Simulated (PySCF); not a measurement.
# MnCl₂: sextet, from a linear start

Aim: relax MnCl₂ as a sextet from a linear start, check by its vibrations whether the end is a minimum, and collect its spectrum and constants.

Computed with PySCF 2.14.0. Level: PBE, basis Mn def2-TZVP, Cl def2-TZVP, no relativity, density fitting.

## (1) Where the work starts

3 atoms, charge 0, spin multiplicity 6.

Bond lengths: Mn1–Cl2 2.180 Å, Mn1–Cl3 2.180 Å. Angles: Cl2–Mn1–Cl3 180.0°.

```xyz
3
charge 0 multiplicity 6
Mn    0.0000    0.0000    0.0000
Cl    0.0000    0.0000    2.1800
Cl    0.0000    0.0000   -2.1800
```

## (2) First SCF at the start

One driver script runs all steps and calls PySCF; scf.py shows how it sets up the SCF of each step. The optimiser is the driver's own. After this first run the driver tries any further starts and a stability analysis.

Contents of scf.py:

```python
from pyscf import gto, scf, dft
mol = gto.M(atom='''
Mn     0.000000     0.000000     0.000000
Cl     0.000000     0.000000     2.180000
Cl     0.000000     0.000000    -2.180000''',
    basis={'Mn': 'def2-TZVP', 'Cl': 'def2-TZVP'},
    charge=0, spin=5)
mf = dft.UKS(mol, xc='PBE')
mf.grids.atom_grid = (50, 194)
aux = {'Mn': 'def2-universal-JKFIT', 'Cl': 'def2-universal-JKFIT'}
mf = mf.density_fit(auxbasis=aux)
mf.conv_tol = 1e-08
mf.diis_space = 10
mf.max_cycle = 60
mf.init_guess = 'minao'
mf.verbose = 4
mf.kernel()
```

Run with:

```console
> OMP_NUM_THREADS=2 python axn.py task.json out
```

Log:

```text
[... the frontier levels of the middle cycles are left out ...]
init E= -2069.89734167037
[... the frontier-level lines of each cycle are left out ...]
cycle= 1 E= -2061.14329191105  delta_E= 8.75  |g|= 3.95  |ddm|= 10.3
cycle= 2 E= -2003.57266935236  delta_E= 57.6  |g|= 12.9  |ddm|= 13.4
cycle= 3 E= -2042.93915756187  delta_E= -39.4  |g|= 9.39  |ddm|= 5.87
cycle= 4 E= -2048.88611001142  delta_E= -5.95  |g|= 8.35  |ddm|= 1.27
cycle= 5 E= -2055.3336226402  delta_E= -6.45  |g|= 7.07  |ddm|= 2.02
cycle= 6 E= -2056.12866785273  delta_E= -0.795  |g|= 6.75  |ddm|= 0.386
cycle= 7 E= -2061.0036485708  delta_E= -4.87  |g|= 5.71  |ddm|=  2.2
cycle= 8 E= -2060.48805039991  delta_E= 0.516  |g|= 5.71  |ddm|= 0.991
cycle= 9 E= -2061.59082536781  delta_E= -1.1  |g|= 5.51  |ddm|= 0.993
cycle= 10 E= -2061.48902588131  delta_E= 0.102  |g|= 5.55  |ddm|= 0.136
cycle= 11 E= -2060.67092728248  delta_E= 0.818  |g|= 5.64  |ddm|= 0.88
cycle= 12 E= -2001.51484632585  delta_E= 59.2  |g|= 7.23  |ddm|= 11.9
cycle= 13 E= -2058.59372347353  delta_E= -57.1  |g|= 6.14  |ddm|=   12
cycle= 14 E= -2055.93944333838  delta_E= 2.65  |g|= 6.63  |ddm|= 0.889
[... 4 cycles left out ...]
cycle= 19 E= -2059.92587983198  delta_E= -0.027  |g|= 5.85  |ddm|= 0.214
cycle= 20 E= -2066.91147380251  delta_E= -6.99  |g|= 3.28  |ddm|= 1.35
cycle= 21 E= -2061.820660832  delta_E= 5.09  |g|= 3.45  |ddm|= 3.06
cycle= 22 E= -2070.34880604978  delta_E= -8.53  |g|= 0.966  |ddm|= 3.19
cycle= 23 E= -2070.67945204702  delta_E= -0.331  |g|= 0.893  |ddm|= 1.19
cycle= 24 E= -2070.94389727823  delta_E= -0.264  |g|= 0.167  |ddm|= 0.514
cycle= 25 E= -2070.94422706144  delta_E= -0.00033  |g|= 0.176  |ddm|= 0.238
cycle= 26 E= -2070.95958517601  delta_E= -0.0154  |g|= 0.0271  |ddm|= 0.134
cycle= 27 E= -2070.95996130108  delta_E= -0.000376  |g|= 0.00437  |ddm|= 0.0222
cycle= 28 E= -2070.95997235199  delta_E= -1.11e-05  |g|= 0.00159  |ddm|= 0.00534
cycle= 29 E= -2070.9599732801  delta_E= -9.28e-07  |g|= 0.000441  |ddm|= 0.00146
cycle= 30 E= -2070.95997336383  delta_E= -8.37e-08  |g|= 0.0002  |ddm|= 0.000513
cycle= 31 E= -2070.95997338336  delta_E= -1.95e-08  |g|= 3.69e-05  |ddm|= 0.000171
cycle= 32 E= -2070.95997338397  delta_E= -6.02e-10  |g|= 1.11e-05  |ddm|= 3.23e-05
Extra cycle  E= -2070.95997338392  delta_E= 4.27e-11  |g|= 1.46e-05  |ddm|= 1.79e-05
converged SCF energy = -2070.95997338392  <S^2> = 8.7633941  2S+1 = 6.004463
```

This step, with its further starts and checks, ran for 42 s (2 threads of Intel Xeon 6975P-C (Granite Rapids), shared host).

The starts that the driver tried:

```tsv
start	energy (Eh)
the minimal-basis guess	-2070.959973
a thermally smeared density	-2070.959973
```

The test of internal stability and the other starts found no lower solution of this spin.

## (3) Linear start, sextet: relaxation

The program finds D∞h symmetry in the start, which this walk keeps.

Changes to scf.py since step 2:

```diff
@@ -15 +14,0 @@
-mf.init_guess = 'minao'
```

The optimiser's trace:

```tsv
step	energy (Eh)	change (kJ/mol)	largest symmetric gradient (Eh/bohr)
0	-2070.959973	0.00	0.00333
1	-2070.960038	-0.17	0.00136
2	-2070.960050	-0.20	0.00003
```

The walk took 8.9 s.

After 2 steps and 0.2 kJ/mol it ends at D∞h: Mn–Cl 2.168 Å (×2); Cl–Mn–Cl 180.0°.

## (4) Is it a minimum? Harmonic modes

The point is checked on the finer grid, and tightened if its gradient asks for it. The Hessian and the dipole derivatives come from central differences of analytic gradients, with steps of 0.02 bohr.

Changes to scf.py since step 3:

```diff
@@ -4,2 +4,2 @@
-Cl     0.000000     0.000000     2.180000
-Cl     0.000000     0.000000    -2.180000''',
+Cl    -0.000000    -0.000000     2.167730
+Cl     0.000000     0.000000    -2.167730''',
@@ -9 +9 @@
-mf.grids.atom_grid = (50, 194)
+mf.grids.atom_grid = (75, 302)
@@ -12 +12 @@
-mf.conv_tol = 1e-08
+mf.conv_tol = 1e-10
```

The driver hands on the density of the step before, so the log starts near convergence.

SCF at the final geometry:

```text
init E= -2070.96010032936
[... the frontier-level lines of each cycle are left out ...]
cycle= 1 E= -2070.96010032853  delta_E= 8.31e-10  |g|= 4.96e-05  |ddm|= 3.5e-05
cycle= 2 E= -2070.96010031701  delta_E= 1.15e-08  |g|= 0.000188  |ddm|= 0.000126
cycle= 3 E= -2070.96010032943  delta_E= -1.24e-08  |g|= 3.81e-06  |ddm|= 9.68e-05
cycle= 4 E= -2070.96010032944  delta_E= -1.46e-11  |g|= 4.15e-07  |ddm|= 3.49e-06
Extra cycle  E= -2070.96010032944  delta_E= 9.09e-12  |g|= 9.37e-07  |ddm|= 1.2e-06
converged SCF energy = -2070.96010032944  <S^2> = 8.7631851  2S+1 = 6.0043934
```

The whole step took 34 s.

Geometry: D∞h; Mn–Cl 2.168 Å (×2); Cl–Mn–Cl 180.0°.

Modes, for the most abundant isotopes:

```tsv
symmetry	ω (cm⁻¹)	IR (km/mol)	μ (u)
πu	69	31.1	43.91
σg+	335	0.0	34.97
σu+	479	146	43.91
```

No imaginary mode, so this is a minimum.

Constants and moments:

| Item | Value |
| --- | --- |
| Dipole moment | 0.00 D |
| Highest occupied level | -6.86 eV |
| Lowest empty level | -4.45 eV |
| Rotational constants | 0.05129 cm⁻¹ |
| Zero-point energy | 5.7 kJ/mol |
| Principal polarisabilities | 35.0, 35.0, 85.5 bohr³ |
| Atomisation energy without zero-point energy | 840 kJ/mol |
| Principal traceless quadrupole moments about the centre of mass | -11.84, 5.92, 5.92 D Å |
| Entropy at 298.15 K and 1 bar (electronic part: spin only) | 298.6 J/(mol K) |
| Heat capacity Cp at 298.15 K | 57.7 J/(mol K) |
| Enthalpy at 298.15 K above 0 K | 14.47 kJ/mol |
| Rotational symmetry number | 2 |
| Spin squared ⟨S²⟩ | 8.763 |

Charges (e) and bond orders:

```tsv
atom	Mulliken	Löwdin	polar tensor	spin (Mulliken)	Mayer order to Mn1
Mn1	0.72	-0.01	1.18	4.81	–
Cl2,3	-0.36	0.00	-0.59	0.09	1.08
```

Outer orbital energies (eV). α occupied: -8.76, -8.76, -8.53, -8.00, -8.00, -7.48, -6.86, -6.86; empty: -1.78, -0.41, -0.41, 1.76. β occupied: -19.86, -19.63, -9.63, -8.43, -8.11, -8.11, -7.81, -7.81; empty: -4.45, -4.45, -4.41, -3.97.

Mulliken populations on Mn1: s 6.53, p 12.32, d 5.43, f 0.00.

## (5) Fields at the lowest minimum

The plane holds Mn1 at (0.00, 0.00), Cl2 at (2.17, 0.00), Cl3 at (-2.17, 0.00) Å. Columns run from x = -4.05 to 4.35 Å, rows from y = 2.25 (top) to -1.95 Å, in steps of 0.3 Å.

Density (cut at 5 e/Å³):

Ten steps from '0' (0.000 e/Å³) to '9' (5.000 e/Å³), finer at the low end (step k begins (100^(k/10) - 1)/99 of the way up):
```
00000000000000000000000000000
00000000000000000000000000000
00000111100000000001111000000
00011222221111111122222110000
00123444432233332234444321000
00135676643456654346676531000
01246788765589985567887642100
01257999865699996568999752100
01257999865699996568999752100
01246788765589985567887642100
00135676643456654346676531000
00123444432233332234444321000
00011222221111111122222110000
00000111100000000001111000000
00000000000000000000000000000
```

ELF (0 where the density is under 0.005 e/Å³):

Ten even steps from '0' (0.00) to '9' (0.89):
```
00000000000000000000000000000
00001222111111111111222100000
00124555422111111224555421000
01356777653211112356777653100
02478999873112211378999874200
13689999984125521489999986310
14799611893178871398116997410
14799198393282282393891997410
14799198393282282393891997410
14799611893178871398116997410
13689999984125521489999986310
02478999873112211378999874200
01356777653211112356777653100
00124555422111111224555421000
00001222111111111111222100000
```

Electrostatic potential (cut at 20 V):

Ten steps from '0' (-0.41 V) to '9' (20.00 V), finer at the low end (step k begins (100^(k/10) - 1)/99 of the way up):
```
11100112233444444332211001111
10000011234455554432110000011
00000112234566665432211000001
00012344445677776544443210000
00135677656788887656776531000
01357999877899998778999753100
02479999988999999889999974200
12579999999999999999999975210
12579999999999999999999975210
02479999988999999889999974200
01357999877899998778999753100
00135677656788887656776531000
00012344445677776544443210000
00000112234566665432211000001
10000011234455554432110000011
```

Along Mn1–Cl2 (2.168 Å) the density is least, 0.64 e/Å³, about 0.98 Å from Mn1; ELF there is 0.21.

Values on the line from Mn1 (at 0) through Cl2 (at 2.168 Å):

```tsv
distance (Å)	density (e/Å³)	ELF	electrostatic potential (V)	spin density (e/Å³)
-0.76	1.27	0.26	27	0.31
-0.54	5.57	0.713	67.5	1.39
-0.33	19.6	0.56	247	4.86
-0.11	422	0.82	1.72e+03	2.32
0.22	40.2	0.175	559	5.83
0.43	11.6	0.777	123	2.77
0.65	2.56	0.509	41	0.665
0.87	0.777	0.156	19	0.146
1.08	0.681	0.426	12.6	0.0225
1.30	1.07	0.806	16.9	-0.0232
1.52	1.74	0.703	39.2	-0.0504
1.73	3.06	0.0889	108	-0.0405
1.95	53.7	0.859	392	-0.0164
2.28	196	0.413	1.23e+03	-0.137
2.49	10.4	0.439	189	-0.00187
2.71	2.01	0.328	63.4	-0.017
2.93	1.18	0.852	22.9	-0.0146
3.14	0.54	0.848	8.19	-0.0079
3.36	0.224	0.765	2.78	-0.00345
```

Making the fields took 2.1 s.

## (6) Results

| quantity | value |
| --- | --- |
| minimum | sextet, D∞h |
| geometry | Mn–Cl 2.168 Å (×2); Cl–Mn–Cl 180.0° |
| wavenumbers (cm⁻¹) | 69 (πu), 335 (σg+), 479 (σu+) |
| dipole moment | 0.00 D |
| highest occupied, lowest empty level (either spin) | -6.86, -4.45 eV |
| polar-tensor charge of Mn1 | +1.18 e |
| zero-point energy | 5.7 kJ/mol |
| entropy at 298.15 K | 298.6 J/(mol K) |
| atomisation energy (no zero-point energy) | 840 kJ/mol |
| ⟨S²⟩ | 8.763 |

What this shows: The molecule stays D∞h, as typed, and the end point is a minimum. The strongest infrared band lies at 479 cm⁻¹ (σu+, stretch). The dipole vanishes although Mn1 carries +1.2 e by the polar tensor: the bond dipoles cancel. Most of the spin sits on Mn1 (Mulliken spin 4.81, against 5 for the whole molecule). Only this shape and spin were tried, so other structures or states may lie lower. One determinant may miss the lowest occupation of an open d or f shell.

The search up to here ran for 85 s (2 threads of Intel Xeon 6975P-C (Granite Rapids), shared host).
